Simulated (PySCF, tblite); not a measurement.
# CH5OPSi, a cluster model of a defect: NMR shifts, core binding energies and electronic excitations, part 2 of 2

tblite 0.8.0 and PySCF 2.14.0. Atoms count from 0, parts from 1. Earlier steps stand in the parts before.

## Step 5: X-ray photoelectron lines: SCAN, X2C

The job: settings as JSON, then the geometry in Å.

```
{"job": {"kind": "xps", "holes": 5}, "charge": 0, "multiplicity": 1}
C      0.751210    -1.721997     0.827597
O      0.910223    -2.041128    -0.417254
P     -0.515739    -0.462185     1.215705
Si    -0.361470     1.104000    -0.405042
H      0.439910    -1.483215    -1.079138
H      0.140126     0.142388     2.315734
H     -1.657748     1.781667    -0.688649
H      0.719826     2.106834    -0.183788
H     -0.018852     0.285006    -1.624207
```

Method: delta-SCF UKS SCAN, pcX-2 on the ionised atom, pcseg-1 elsewhere, spin-free X2C.

What it wrote:

```text
ground state, core basis on atom 0 (C), 120 functions
  cycle   1  E = -748.32158845  |g| = 4.51e-01
  cycle   2  E = -748.22398812  |g| = 8.16e-01
  cycle   3  E = -748.35765660  |g| = 1.52e-01
  cycle   4  E = -748.36377213  |g| = 4.59e-02
  cycle   5  E = -748.36450472  |g| = 2.02e-02
  cycle   6  E = -748.36460205  |g| = 8.68e-03
  cycle   7  E = -748.36462478  |g| = 1.55e-03
  cycle   8  E = -748.36462561  |g| = 4.53e-04
  E(ground) = -748.42198631 Eh
hole in C 1s of atom 0
  cycle   1  E = -737.04203235  |g| = 1.48e+00
  cycle   2  E = -734.46071828  |g| = 2.49e+00
  cycle   3  E = -737.31285379  |g| = 6.59e-01
  cycle   4  E = -737.03865145  |g| = 9.26e-01
  cycle   5  E = -737.57580285  |g| = 2.97e-01
  cycle   6  E = -737.62538676  |g| = 9.54e-02
  cycle   7  E = -737.62852362  |g| = 5.36e-02
  cycle   8  E = -737.63032616  |g| = 1.32e-02
  cycle   9  E = -737.63051202  |g| = 1.65e-02
  cycle  10  E = -737.63077469  |g| = 1.03e-02
  cycle  11  E = -737.63091548  |g| = 5.36e-03
  cycle  12  E = -737.63094884  |g| = 2.58e-03
  cycle  13  E = -737.63097091  |g| = 1.69e-03
  cycle  14  E = -737.63098336  |g| = 1.23e-03
  cycle  15  E = -737.63099514  |g| = 7.92e-04
  cycle  16  E = -737.63099804  |g| = 5.73e-04
  cycle  17  E = -737.63099810  |g| = 3.66e-04
  E(ion) = -737.68798282 Eh   <S^2> = 0.9866   hole on atom = 1.000   binding energy = 292.087 eV
ground state, core basis on atom 1 (O), 120 functions
  cycle   1  E = -748.38843950  |g| = 1.01e-01
  cycle   2  E = -748.38668131  |g| = 1.02e-01
  cycle   3  E = -748.38783870  |g| = 6.86e-02
  cycle   4  E = -748.38883385  |g| = 6.22e-03
  cycle   5  E = -748.38884703  |g| = 1.65e-03
  cycle   6  E = -748.38884762  |g| = 5.08e-04
  cycle   7  E = -748.38884877  |g| = 8.69e-05
  E(ground) = -748.44442599 Eh
hole in O 1s of atom 1
  cycle   1  E = -727.69843854  |g| = 2.22e+00
  cycle   2  E = -725.87777745  |g| = 2.66e+00
  cycle   3  E = -727.49306456  |g| = 1.10e+00
  cycle   4  E = -727.65866663  |g| = 1.10e+00
  cycle   5  E = -728.51717715  |g| = 1.41e-01
  cycle   6  E = -728.52405784  |g| = 8.35e-02
  cycle   7  E = -728.52944479  |g| = 2.56e-02
  cycle   8  E = -728.52990950  |g| = 5.38e-03
  cycle   9  E = -728.52992947  |g| = 2.09e-03
  cycle  10  E = -728.52993350  |g| = 6.46e-04
  cycle  11  E = -728.52993296  |g| = 3.27e-04
  E(ion) = -728.58612541 Eh   <S^2> = 0.7637   hole on atom = 1.000   binding energy = 540.372 eV
ground state, core basis on atom 2 (P), 131 functions
  cycle   1  E = -748.47392139  |g| = 3.46e-01
  cycle   2  E = -748.47097993  |g| = 1.44e-01
  cycle   3  E = -748.46496749  |g| = 2.26e-01
  cycle   4  E = -748.47498737  |g| = 1.83e-02
  cycle   5  E = -748.47510185  |g| = 3.65e-03
  cycle   6  E = -748.47510047  |g| = 2.18e-03
  cycle   7  E = -748.47510408  |g| = 4.70e-04
  E(ground) = -748.50260551 Eh
hole in P 2p of atom 2
  cycle   1  E = -743.04124641  |g| = 1.39e+00
  cycle   2  E = -742.51296051  |g| = 1.48e+00
  cycle   3  E = -743.16206865  |g| = 6.86e-01
  cycle   4  E = -743.42375422  |g| = 1.93e-01
  cycle   5  E = -743.43819364  |g| = 8.23e-02
  cycle   6  E = -743.44226482  |g| = 1.52e-02
  cycle   7  E = -743.44236865  |g| = 8.64e-03
  cycle   8  E = -743.44240783  |g| = 3.21e-03
  cycle   9  E = -743.44241272  |g| = 1.81e-03
  cycle  10  E = -743.44241685  |g| = 6.06e-04
  cycle  11  E = -743.44241748  |g| = 3.89e-04
  E(ion) = -743.47957721 Eh   <S^2> = 0.7553   hole on atom = 1.002   binding energy = 136.684 eV
  2p3/2 = 136.441 eV   2p1/2 = 137.331 eV
ground state, core basis on atom 3 (Si), 131 functions
  cycle   1  E = -748.45186718  |g| = 2.88e-01
  cycle   2  E = -748.45086009  |g| = 7.05e-02
  cycle   3  E = -748.44693674  |g| = 1.24e-01
  cycle   4  E = -748.45232531  |g| = 1.80e-02
  cycle   5  E = -748.45241589  |g| = 4.66e-03
  cycle   6  E = -748.45242381  |g| = 6.35e-04
  cycle   7  E = -748.45242437  |g| = 5.02e-04
  cycle   8  E = -748.45242370  |g| = 1.12e-04
  E(ground) = -748.46802584 Eh
hole in Si 2p of atom 3
  cycle   1  E = -744.15817884  |g| = 1.23e+00
  cycle   2  E = -742.93029426  |g| = 1.59e+00
  cycle   3  E = -743.79544252  |g| = 9.94e-01
  cycle   4  E = -744.45145558  |g| = 2.25e-01
  cycle   5  E = -744.46393065  |g| = 1.93e-01
  cycle   6  E = -744.48970486  |g| = 6.95e-02
  cycle   7  E = -744.49177559  |g| = 2.31e-02
  cycle   8  E = -744.49202713  |g| = 5.20e-03
  cycle   9  E = -744.49204254  |g| = 1.47e-03
  cycle  10  E = -744.49204373  |g| = 4.37e-04
  E(ion) = -744.51900135 Eh   <S^2> = 0.7523   hole on atom = 1.002   binding energy = 107.458 eV
  2p3/2 = 107.264 eV   2p1/2 = 107.888 eV
```

It took 43 s on 1 thread of Arm Neoverse N1, shared host; peak memory 0.47 GiB.

Binding energies by hole, beside the orbital energy of the ground state; the difference holds orbital relaxation and, for a density functional, its self-interaction error:

| hole | stands for | environment | ΔSCF (eV; 2p as the shell's mean) | −ε (eV) | ⟨S²⟩ |
| --- | --- | --- | --- | --- | --- |
| C1s on C0 | C0 | carbon bonded to O, P | 292.09 (doubtful) | 275.7 | 0.987 |
| O1s on O1 | O1 | oxygen bonded to C, H | 540.37 | 519.0 | 0.764 |
| P2p on P2 | P2 | phosphorus bonded to C, Si, H | 136.74 | 126.0 | 0.755 |
| Si2p on Si3 | Si3 | silicon bonded to P, 3 H | 107.47 | 97.0 | 0.752 |

Doubtful: the ion did not converge, its hole moved, or its ⟨S²⟩ is well above 0.75.

With the spin-orbit splitting: P2 2p3/2 136.44, 2p1/2 137.33 eV; Si3 2p3/2 107.26, 2p1/2 107.89 eV. The table gives each 2p level as the mean over the whole 2p shell (two parts 2p3/2, one part 2p1/2), which differs a little from the single hole in the log.

## Step 6: Excited states and response: CAM-B3LYP/def2-SVPD

The job, as its differences from that of step 5:

```diff
@@ -1,2 +1,2 @@
-{"job": {"kind": "xps", "holes": 5}, "charge": 0, "multiplicity": 1}
+{"job": {"kind": "uv", "xc": "CAM-B3LYP", "basis": "def2-SVPD", "nstates": 6, "ntriplets": 2, "ip": true}, "charge": 0, "multiplicity": 1}
 C      0.751210    -1.721997     0.827597
```

Level: TDDFT CAM-B3LYP/def2-SVPD, vertical, gas phase, core orbitals frozen in the response.

What it wrote:

```text
coarse grid: 8520 points
cycle   1  E = -746.6067884340  dE =  1.997e-01  |g| = 4.782e-01  |ddm| = 3.402e+00
cycle   2  E = -746.5903339846  dE =  1.645e-02  |g| = 6.085e-01  |ddm| = 1.059e+00
cycle   3  E = -746.6571872315  dE = -6.685e-02  |g| = 7.206e-02  |ddm| = 5.072e-01
cycle   4  E = -746.6584764459  dE = -1.289e-03  |g| = 1.720e-02  |ddm| = 1.325e-01
cycle   5  E = -746.6586256455  dE = -1.492e-04  |g| = 5.120e-03  |ddm| = 5.872e-02
cycle   6  E = -746.6586455331  dE = -1.989e-05  |g| = 2.147e-03  |ddm| = 2.428e-02
cycle   7  E = -746.6586487692  dE = -3.236e-06  |g| = 1.138e-03  |ddm| = 1.058e-02
final grid: 73128 points
cycle   8  E = -746.7582541840  dE = -1.139e-05  |g| = 1.259e-03  |ddm| = 2.701e-02
cycle   9  E = -746.7582543215  dE = -1.375e-07  |g| = 1.236e-03  |ddm| = 4.544e-03
cycle  10  E = -746.7582547964  dE = -4.749e-07  |g| = 1.715e-04  |ddm| = 2.391e-03
cycle  11  E = -746.7582548085  dE = -1.208e-08  |g| = 6.580e-05  |ddm| = 4.758e-04
cycle  12  E = -746.7582548105  dE = -1.929e-09  |g| = 1.293e-05  |ddm| = 1.789e-04
cycle  13  E = -746.7582548106  dE = -1.608e-10  |g| = 8.331e-06  |ddm| = 5.665e-05
converged SCF energy = -746.7582548106

Static polarisability (au): isotropic 76.307, principal 59.767 74.435 94.720

Singlet excitations
state   eV       nm        f      main configurations
  1   2.5199    492.0   0.00166   H->L 0.95
  2   4.5656    271.6   0.01563   H->L+1 0.76, H-1->L 0.10, H->L+2 0.09
  3   5.0795    244.1   0.01362   H->L+2 0.37, H-1->L 0.36, H->L+1 0.18
  4   5.4507    227.5   0.05857   H->L+2 0.38, H-1->L 0.37, H->L+3 0.16
  5   5.6816    218.2   0.00424   H->L+4 0.82, H->L+3 0.10
  6   5.8489    212.0   0.00456   H-1->L+1 0.63, H-1->L+2 0.31

Triplet excitations (Tamm-Dancoff, eV): 1.3123 4.0928
Vertical ionisation energy (delta-SCF) = 8.1153 eV
Vertical electron affinity (delta-SCF) = -0.0512 eV
```

Run time: 54 s. Hardware: 1 thread of Arm Neoverse N1, shared host; peak memory 0.6 GiB.

The orbitals next to the gap, with their largest atomic shares:

| orbital | eV | atoms |
| --- | --- | --- |
| HOMO−3 | -11.91 | Si3 41 %, H6 31 %, H8 15 % |
| HOMO−2 | -11.50 | P2 27 %, Si3 25 %, H5 15 % |
| HOMO−1 | -9.01 | P2 58 %, Si3 13 %, C0 12 % |
| HOMO | -7.41 | C0 57 %, O1 17 %, P2 16 % |
| LUMO | -0.53 | C0 45 %, P2 20 %, O1 19 % |
| LUMO+1 | 0.38 | Si3 26 %, P2 23 %, O1 12 % |
| LUMO+2 | 0.65 | Si3 41 %, P2 17 %, H8 14 % |

With each of the 6 states as a Gaussian band of 0.4 eV half-width at 1/e, the curve within the window shown has maxima at 492 nm (ε 67), 229 nm (ε 2,800) L/(mol cm). Beyond the last state computed it falls off for lack of states. The curve at chosen wavelengths:

```csv
nm,ε (L/mol/cm)
202,262
220,2261
238,2282
255,1064
273,740
291,370
309,97
326,17
344,2
362,1
380,2
397,7
415,17
433,32
451,48
468,60
486,67
504,66
522,59
539,50
557,39
575,30
593,21
610,15
628,11
646,7
```

Further results of this job:

| property | computed |
| --- | --- |
| dipole moment (D) | 3.38 |
| polarisability (Å³) | 11.31 |
| HOMO–LUMO gap (eV) | 6.88 |
| −ε(HOMO) (eV) | 7.41 |

## Step 7: Summary of results

What follows sums up all 2 parts.

```
                                quantity                                             value
                             point group                                                C1
    rotational constants (main isotopes)                              6.88, 2.95, 2.18 GHz
  13C shifts against TMS (PBE0/pcSseg-2)                                         544.2 ppm
   1H shifts against TMS (PBE0/pcSseg-2)                 13.83, 6.49, 4.24, 3.68, 3.38 ppm
  17O shifts against H2O (PBE0/pcSseg-2)                                         455.7 ppm
31P shifts against H3PO4 (PBE0/pcSseg-2)                                         -94.9 ppm
 29Si shifts against TMS (PBE0/pcSseg-2)                                        -123.3 ppm
   surface potential, 1st and 99th percentile                                -1.83 V and 2.16 V
        O1s binding energies, SCAN/pcX-2                                      O1 540.37 eV
        P2p binding energies, SCAN/pcX-2                                      P2 136.74 eV
       Si2p binding energies, SCAN/pcX-2                                     Si3 107.47 eV
    lowest singlet (CAM-B3LYP/def2-SVPD)                       2.52 eV (492 nm), f = 0.002
brightest single state of those computed                       state 4, 5.45 eV, f = 0.059
                          lowest triplet                                           1.31 eV
       vertical ionisation energy (ΔSCF)                                           8.12 eV
       vertical electron affinity (ΔSCF)  -0.05 eV (unbound: the value hangs on the basis)
```

In words: Relaxing lowered the energy by 0.207 eV in 14 steps; the close pair that moved most is Si3–H8, from 1.451 to 1.508 Å (PBE0/def2-SVP). At PBE0/pcSseg-2: The widest tensor belongs to C0: span 1215 ppm, with a paramagnetic part of -606 ppm. At PBE0/pcSseg-2, counted by nearest atom on the grid, the HOMO lies on C0 63 %; P2 16 %, the LUMO on C0 58 %; O1 13 %. The lowest singlet, at 2.52 eV, is HOMO→LUMO 0.95 and is weak; of the 6 states computed, the strongest absorption comes from state 4 at 5.45 eV. The lowest triplet lies 1.21 eV below the lowest singlet (triplets in Tamm-Dancoff, singlets in full TDDFT). The orbital energy would give 7.41 eV for ionisation, ΔSCF gives 8.12 eV.
